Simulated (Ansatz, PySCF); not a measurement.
## Hg2F4 in two programs

Hg2F4 (singlet), relaxed with PySCF 2.14.0, RKS TPSS, Hg def2-SVP with ECP60, F def2-SVP; non-relativistic Hamiltonian with scalar-relativistic core potentials where named; density fitting; no spin-orbit coupling:

```xyz
6

Hg   -0.4142    0.0000    1.7978
Hg    0.4142    0.0000   -1.7978
F     1.3736    0.0000   -0.0618
F    -1.3736    0.0000    0.0618
F     0.4217    0.0000    3.5467
F    -0.4217    0.0000   -3.5467
```

There the HOMO–LUMO gap is 4.36 eV. 

The same geometry by Ansatz 0.2.0 (PBE, PAW, a periodic box with 9 Å of vacuum):

```
spin-orbit coupling  gap (eV)  largest force component (eV/Å)
            without      4.25                            0.17
```

(1) What does the run with spin-orbit coupling give?

The spin-orbit runs use fully relativistic datasets of their own, so changes of a few hundredths of an eV needn't come from the coupling.

No frequency check is given that shows the relaxed geometry to be a minimum.

The two programs differ in functional, so their gaps don't test each other.

Answers

(1) gap (eV): 4.20, largest force component (eV/Å): 0.19. It took 17 s on 2 threads of Intel(R) Xeon(R) 6975P-C (Granite Rapids) (shared host), peak memory 2.3 GiB.
